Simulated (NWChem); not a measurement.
# One shape, several levels: CH7FSi2 (SMILES F[SiH2]C[SiH3])

Wanted: a comparison of 4 runs (B3LYP/6-31G*, PBE/6-31G*, SVWN5/6-31G*, MP2/6-31G*) of CH7FSi2. 

The results are computed with NWChem 7.3.0.

1 further run of the same task is left out (set aside as unsound or not needed). Runs told in other sessions of the task aren't counted.

### 1 The structure to begin with

The species is CH7FSi2 (11 atoms), meant as a singlet with charge 0. SMILES: `F[SiH2]C[SiH3]`. The shape is that of a PBE0-D4/def2-TZVP optimisation. This is one conformer, not always the lowest.

Bond lengths: F1–Si2 1.604 Å, Si2–C3 1.854 Å, C3–Si4 1.877 Å, Si2–H5 1.484 Å, Si2–H6 1.484 Å, C3–H7 1.097 Å, C3–H8 1.095 Å, Si4–H9 1.485 Å, Si4–H10 1.488 Å, Si4–H11 1.487 Å. Some angles: F1–Si2–C3 109.3°, Si2–C3–Si4 115.3°, F1–Si2–H5 107.5°, F1–Si2–H6 107.1°, C3–Si2–H5 110.7°, C3–Si2–H6 112.0°, Si2–C3–H7 107.4°, Si2–C3–H8 109.5°, Si4–C3–H7 108.3°, Si4–C3–H8 109.0°.

### 2 Energy and forces at B3LYP/6-31G(d) (spherical functions) (run 1)

run.py reads:

```python
from ase import Atoms
from ase.calculators.nwchem import NWChem

system = Atoms(['F', 'Si', 'C', 'Si', 'H', 'H', 'H', 'H', 'H', 'H', 'H'], positions=[
    [-1.629100, 1.667400, 0.202000],
    [-0.069200, 1.498400, 0.534400],
    [0.349200, -0.305900, 0.605500],
    [-0.157200, -1.306900, -0.899700],
    [0.694000, 2.172900, -0.545000],
    [0.175700, 2.177500, 1.831400],
    [1.437100, -0.385200, 0.722600],
    [-0.101300, -0.751100, 1.498900],
    [-1.636400, -1.388400, -0.995700],
    [0.369900, -0.665700, -2.134100],
    [0.392600, -2.686000, -0.812200],
])

calc = NWChem(
    label='ch7fsi2',
    theory='dft',
    memory='2200 mb',
    basis='6-31G*',
    basispar='spherical bse',
    dft={'xc': 'b3lyp', 'mult': '1', 'grid': 'xfine', 'convergence': 'energy 1e-08', 'iterations': '100', 'mulliken': None, 'print': 'low'},
)
system.calc = calc

forces = system.get_forces()
e = system.get_potential_energy()
print(f"E = {e:.6f} eV")
print("forces (eV/A):")
for s, f in zip(system.symbols, forces):
    print(f"{s:2s} {f[0]:10.5f} {f[1]:10.5f} {f[2]:10.5f}")
```

The run is started by

```console
export ASE_NWCHEM_COMMAND="nwchem PREFIX.nwi > PREFIX.nwo"
python run.py
```

What it wrote:

```text
E = -19624.913782 eV
forces (eV/A):
F    -0.60195    0.04988   -0.13843
Si    0.29789    0.28334    0.06011
C     0.15529   -0.06453    0.14876
Si   -0.08762   -0.11812   -0.17118
H     0.09338    0.00602   -0.00756
H     0.07806   -0.00077    0.05944
H     0.09708   -0.04211    0.03826
H    -0.01404   -0.04890    0.08156
H    -0.02011   -0.02705   -0.02391
H    -0.00257   -0.00159   -0.02684
H     0.00458   -0.03610   -0.02021
```

The calculator wrote ch7fsi2.nwi:

```
title "ch7fsi2"

permanent_dir ch7fsi2

scratch_dir ch7fsi2

start ch7fsi2

geometry units angstrom nocenter noautosym noautoz
  F  -1.6291000000000000e+00 1.6674000000000000e+00 2.0200000000000001e-01
  Si -6.9199999999999998e-02 1.4984000000000000e+00 5.3439999999999999e-01
  C  3.4920000000000001e-01 -3.0590000000000001e-01 6.0550000000000004e-01
  Si -1.5720000000000001e-01 -1.3069000000000000e+00 -8.9970000000000006e-01
  H  6.9399999999999995e-01 2.1728999999999998e+00 -5.4500000000000004e-01
  H  1.7570000000000000e-01 2.1775000000000002e+00 1.8313999999999999e+00
  H  1.4371000000000000e+00 -3.8519999999999999e-01 7.2260000000000002e-01
  H  -1.0130000000000000e-01 -7.5109999999999999e-01 1.4988999999999999e+00
  H  -1.6364000000000001e+00 -1.3884000000000001e+00 -9.9570000000000003e-01
  H  3.6990000000000001e-01 -6.6569999999999996e-01 -2.1341000000000001e+00
  H  3.9260000000000000e-01 -2.6859999999999999e+00 -8.1220000000000003e-01
end

memory 2200 mb

basis spherical bse noprint
   * library 6-31G*
end

dft
  xc b3lyp
  mult 1
  grid xfine
  convergence energy 1e-08
  iterations 100
  mulliken
  print low
end

task dft gradient
```

ch7fsi2.nwo:

```text
Northwest Computational Chemistry Package (NWChem) 7.3.0
             --------------------------------------------------------

           Job information
           ---------------

    nwchem branch   = 7.3.0
    use scalapack   = T
    input           = ch7fsi2.nwi
    prefix          = ch7fsi2.
    data base       = ch7fsi2/ch7fsi2.db
    status          = startup
    nproc           =        1

           Memory information
           ------------------

[... 5 lines left out ...]
    hardfail = no
[... 39 lines left out ...]
            Nuclear Dipole moment (a.u.)
[... 93 lines left out ...]
         Total DFT energy =     -721.202285127343
[... 1 line left out ...]
           Coulomb energy =      558.168381170104
[... 1 line left out ...]
 Nuclear repulsion energy =      223.324497452490
[... 29 lines left out ...]
                         DFT ENERGY GRADIENTS

    atom               coordinates                        gradient
                 x          y          z           x          y          z
   1 F      -3.078553   3.150929   0.381725    0.011706  -0.000970   0.002692
   2 Si     -0.130769   2.831565   1.009870   -0.005793  -0.005510  -0.001169
   3 C       0.659892  -0.578067   1.144229   -0.003020   0.001255  -0.002893
[... 7 lines of this table left out ...]
  11 H       0.741906  -5.075804  -1.534835   -0.000089   0.000702   0.000393

 Task  times  cpu:       41.6s     wall:       41.6s
 Total times  cpu:       41.7s     wall:       41.7s
```

Run time: 43 s. Hardware: 1 thread of Intel Xeon Platinum 8488C (Sapphire Rapids), shared host; peak memory 0.15 GiB.

### 3 Energy and forces at PBE/6-31G(d) (spherical functions) (run 2)

run.py reads:

```python
from ase import Atoms
from ase.calculators.nwchem import NWChem

molecule = Atoms(['F', 'Si', 'C', 'Si', 'H', 'H', 'H', 'H', 'H', 'H', 'H'], positions=[
    [-1.629100, 1.667400, 0.202000],
    [-0.069200, 1.498400, 0.534400],
    [0.349200, -0.305900, 0.605500],
    [-0.157200, -1.306900, -0.899700],
    [0.694000, 2.172900, -0.545000],
    [0.175700, 2.177500, 1.831400],
    [1.437100, -0.385200, 0.722600],
    [-0.101300, -0.751100, 1.498900],
    [-1.636400, -1.388400, -0.995700],
    [0.369900, -0.665700, -2.134100],
    [0.392600, -2.686000, -0.812200],
])

calc = NWChem(
    label='ch7fsi2',
    theory='dft',
    memory='2200 mb',
    basis='6-31G*',
    basispar='spherical bse',
    dft={'xc': 'xpbe96 cpbe96', 'mult': '1', 'grid': 'xfine', 'convergence': 'energy 1e-08', 'iterations': '100', 'mulliken': None, 'print': 'low'},
)
molecule.calc = calc

forces = molecule.get_forces()
print("Total energy (eV):", round(molecule.get_potential_energy(), 6))
print("forces (eV/A):")
for s, f in zip(molecule.symbols, forces):
    print(f"{s:2s} {f[0]:10.5f} {f[1]:10.5f} {f[2]:10.5f}")
```

The run is started by

```console
export ASE_NWCHEM_COMMAND="nwchem PREFIX.nwi > PREFIX.nwo"
python run.py
```

What it wrote:

```text
Total energy (eV): -19610.821687
forces (eV/A):
F    -0.99486    0.09636   -0.21772
Si    0.42516    0.10382    0.04705
C     0.09991   -0.02309    0.04654
Si   -0.04690    0.01064   -0.04263
H     0.24456    0.11107   -0.19083
H     0.13498    0.10634    0.28971
H     0.34561   -0.05934    0.05430
H    -0.12238   -0.14902    0.28339
H    -0.25223   -0.04042   -0.04021
H     0.07760    0.09683   -0.22039
H     0.08845   -0.25336   -0.00926
```

The calculator wrote ch7fsi2.nwi:

```
title "ch7fsi2"

permanent_dir ch7fsi2

scratch_dir ch7fsi2

start ch7fsi2

geometry units angstrom nocenter noautosym noautoz
  F  -1.6291000000000000e+00 1.6674000000000000e+00 2.0200000000000001e-01
  Si -6.9199999999999998e-02 1.4984000000000000e+00 5.3439999999999999e-01
  C  3.4920000000000001e-01 -3.0590000000000001e-01 6.0550000000000004e-01
  Si -1.5720000000000001e-01 -1.3069000000000000e+00 -8.9970000000000006e-01
  H  6.9399999999999995e-01 2.1728999999999998e+00 -5.4500000000000004e-01
  H  1.7570000000000000e-01 2.1775000000000002e+00 1.8313999999999999e+00
  H  1.4371000000000000e+00 -3.8519999999999999e-01 7.2260000000000002e-01
  H  -1.0130000000000000e-01 -7.5109999999999999e-01 1.4988999999999999e+00
  H  -1.6364000000000001e+00 -1.3884000000000001e+00 -9.9570000000000003e-01
  H  3.6990000000000001e-01 -6.6569999999999996e-01 -2.1341000000000001e+00
  H  3.9260000000000000e-01 -2.6859999999999999e+00 -8.1220000000000003e-01
end

memory 2200 mb

basis spherical bse noprint
   * library 6-31G*
end

dft
  xc xpbe96 cpbe96
  mult 1
  grid xfine
  convergence energy 1e-08
  iterations 100
  mulliken
  print low
end

task dft gradient
```

ch7fsi2.nwo:

```text
Northwest Computational Chemistry Package (NWChem) 7.3.0
             --------------------------------------------------------

           Job information
           ---------------

    nwchem branch   = 7.3.0
    use scalapack   = T
    input           = ch7fsi2.nwi
    prefix          = ch7fsi2.
    data base       = ch7fsi2/ch7fsi2.db
    status          = startup
    nproc           =        1

           Memory information
           ------------------

[... 5 lines left out ...]
    hardfail = no
[... 39 lines left out ...]
            Nuclear Dipole moment (a.u.)
[... 97 lines left out ...]
         Total DFT energy =     -720.684410181217
[... 1 line left out ...]
           Coulomb energy =      558.156291166500
[... 1 line left out ...]
 Nuclear repulsion energy =      223.324497452490
[... 29 lines left out ...]
                         DFT ENERGY GRADIENTS

    atom               coordinates                        gradient
                 x          y          z           x          y          z
   1 F      -3.078553   3.150929   0.381725    0.019347  -0.001874   0.004234
   2 Si     -0.130769   2.831565   1.009870   -0.008268  -0.002019  -0.000915
   3 C       0.659892  -0.578067   1.144229   -0.001943   0.000449  -0.000905
[... 7 lines of this table left out ...]
  11 H       0.741906  -5.075804  -1.534835   -0.001720   0.004927   0.000180

 Task  times  cpu:       49.9s     wall:       49.9s
 Total times  cpu:       50.0s     wall:       50.0s
```

Wall time 51 s (1 thread of Intel Xeon Platinum 8488C (Sapphire Rapids), shared host); peak memory 0.15 GiB.

Run 3 isn't shown in full; the table further down has it.

### 4 Energy and forces at MP2/6-31G(d) (spherical functions) (run 4)

ch7fsi2.nw reads:

```
start ch7fsi2
memory 2200 mb
charge 0

geometry noautosym nocenter noautoz
 F     -1.629100     1.667400     0.202000
 Si    -0.069200     1.498400     0.534400
 C      0.349200    -0.305900     0.605500
 Si    -0.157200    -1.306900    -0.899700
 H      0.694000     2.172900    -0.545000
 H      0.175700     2.177500     1.831400
 H      1.437100    -0.385200     0.722600
 H     -0.101300    -0.751100     1.498900
 H     -1.636400    -1.388400    -0.995700
 H      0.369900    -0.665700    -2.134100
 H      0.392600    -2.686000    -0.812200
end

basis spherical bse
 * library 6-31G*
end

scf
 singlet
 rhf
 thresh 1e-08
 maxiter 80
end

mp2
 freeze core 12
 tight
end

task mp2 gradient
```

The run is started by

```console
nwchem ch7fsi2.nw > ch7fsi2.out
```

What it wrote:

```text
[...]
  functions       =    78
[...]
  wavefunction    = RHF
[...]
         Total SCF energy =   -719.275557263192
      One-electron energy =  -1441.761318501891
      Two-electron energy =    499.161263786209
 Nuclear repulsion energy =    223.324497452490
        Time for solution =     15.4s
[...]
          Total MP2 energy          -719.734120667194
[...]
                         mp2 ENERGY GRADIENTS
    atom               coordinates                        gradient
                 x          y          z           x          y          z
   1 F      -3.078553   3.150929   0.381725    0.015809  -0.001050   0.003729
   2 Si     -0.130769   2.831565   1.009870   -0.011730  -0.004339  -0.002423
   3 C       0.659892  -0.578067   1.144229   -0.002602   0.000872  -0.002234
   4 Si     -0.297065  -2.469683  -1.700186    0.001748   0.001957   0.002935
   5 H       1.311470   4.106186  -1.029901   -0.001073   0.000585  -0.000593
   6 H       0.332025   4.114878   3.460844   -0.001146   0.000731  -0.000024
   7 H       2.715725  -0.727922   1.365516   -0.000900   0.000716  -0.000586
   8 H      -0.191429  -1.419373   2.832510   -0.000052   0.000498  -0.000693
   9 H      -3.092348  -2.623696  -1.881600   -0.000290   0.000280   0.000106
  10 H       0.699010  -1.257991  -4.032864    0.000167  -0.000052  -0.000377
  11 H       0.741906  -5.075804  -1.534835    0.000067  -0.000197   0.000161
[...]
```

Wall time 39 s (1 thread of Intel Xeon Platinum 8488C (Sapphire Rapids), shared host); peak memory 0.21 GiB.

### 5 Overview of the runs

| run | level | integration grid | iteration cap | energy (Eh) | largest force (eV/Å) | wall time |
| --- | --- | --- | --- | --- | --- | --- |
| 1 | B3LYP/6-31G* (spherical functions) | xfine | 100 | -721.202285 | 0.620 | 43 s |
| 2 | PBE/6-31G* (spherical functions) | xfine | 100 | -720.684410 | 1.023 | 51 s |
| 3 | SVWN5/6-31G* (spherical functions) | xfine | 100 | -717.773011 | 0.402 | 28 s |
| 4 | MP2/6-31G* (spherical functions) | – | 80 | -719.734121 | 0.837 | 39 s |

### 6 Results

| quantity | value |
| --- | --- |
| run 4: total energy | -719.73412 Eh |
| run 4: dipole moment (of the density that the program reports) | 1.87 D |
| run 4: HOMO energy (Hartree–Fock orbitals) | -11.97 eV |
| run 4: LUMO energy (Hartree–Fock orbitals) | 3.87 eV |
| run 4: HOMO–LUMO gap (Hartree–Fock orbitals) | 15.84 eV |
| run 4: correlation energy (12 core orbitals frozen) | -458.6 mEh |
| run 4: largest force on an atom | 0.837 eV/Å |

What this shows: Totals of different functionals can't be ranked against each other. All runs together took 2.7 min, the longest 51 s.
